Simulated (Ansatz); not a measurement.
# NaCl (Fm-3m): compression over a wide range

The task here is to estimate one member of a computed series from the others.

The COD entry's cell or inner coordinates are ideal or old and differ from later refinements, so a difference from it is no clean test against experiment.

Program: Ansatz 0.2.0. Level of theory: DFT r²SCAN, scalar-relativistic, plane waves, PAW. These are calculated values, not measurements.

## The system as given

It takes space group Fm-3m (No. 225, cubic). The conventional cell has a = 5.607 Å, b = 5.607 Å, c = 5.607 Å, α = 90.00°, β = 90.00°, γ = 90.00°. Na (site symmetry m-3m) has 6 Cl at 2.80 Å as nearest neighbours. Cl (site symmetry m-3m) has 6 Na at 2.80 Å as nearest neighbours.

Structure file:

```
CELL_PARAMETERS angstrom
0.00000 2.80368 2.80368
2.80368 0.00000 2.80368
2.80368 2.80368 0.00000
ATOMIC_POSITIONS crystal
Na 0.00000 0.00000 0.00000
Cl 0.50000 0.50000 0.50000
```

An earlier run at r²SCAN left this cell at 22.039 Å³/atom and 0.01 GPa (6×6×6 mesh).

The first run:

input.yaml

```yaml
crystal:
  lattice:
    - [0.0, 2.7657848719, 2.7657848719]
    - [2.7657848719, 0.0, 2.7657848719]
    - [2.7657848719, 2.7657848719, 0.0]
  atoms:
    - { symbol: Na, position: [0.0, 0.0, 0.0] }
    - { symbol: Cl, position: [0.5, 0.5, 0.5] }
basis:
  ecutwfc: 500
  ecutrho_ratio: 4
kpoints:
  mp_grid: { grid: [6, 6, 6] }
hamiltonian:
  xc: r2scan
scf:
  occupations: { method: gaussian, width: 0.05 }
output:
  forces: true
  stress: true
  eigenvalues: true
```

Started as:

```sh
$ ansatz run input.yaml --threads 1 --pin off --max-ram 2560MiB --backend cpu --events-out ev --progress --plain --runs-dir out
```

Steps of the session up to this table: Volume × 0.96; Volume × 1.04; Volume × 0.92; Volume × 0.88; Volume × 0.84; Volume × 0.8; Volume × 0.76; Volume × 0.72.

One table of the session follows, with a row left open; its other results are not shown here.

```
volume (Å³/atom)  energy above the lowest (meV/atom)  pressure (GPa)  gap on the mesh (eV)
          15.868                               276.7            19.6                  7.76
          16.749                               183.7            14.4                  7.41
          17.631                               115.9            10.4                  7.09
          18.512                                67.7             7.2                  6.82
          19.394                                   ?               ?                     ?
          20.276                                14.3             2.8                  6.35
          21.157                                 3.3             1.2                  6.15
          22.039                                 0.0             0.0                  5.97
          22.920                                 2.8            -1.0                  5.81
```

Estimate the missing values for volume (Å³/atom) = 19.394.

Worked estimate for «energy above the lowest (meV/atom)». A straight line through the neighbours (18.512, 67.7) and (20.276, 14.3) gives 67.7 + (14.3 − 67.7) × (19.394 − 18.512) / (20.276 − 18.512) = 41.0; a parabola fitted to 4 rows on both sides gives 34.8.

The run gave: energy above the lowest (meV/atom): 34.9; pressure (GPa): 4.8; gap on the mesh (eV): 6.57. In «energy above the lowest (meV/atom)» the line misses by +6.1 and the parabola by -0.1.

Limits of these values: The k mesh is not the same at all volumes. Other structures may be lower in enthalpy at these pressures.
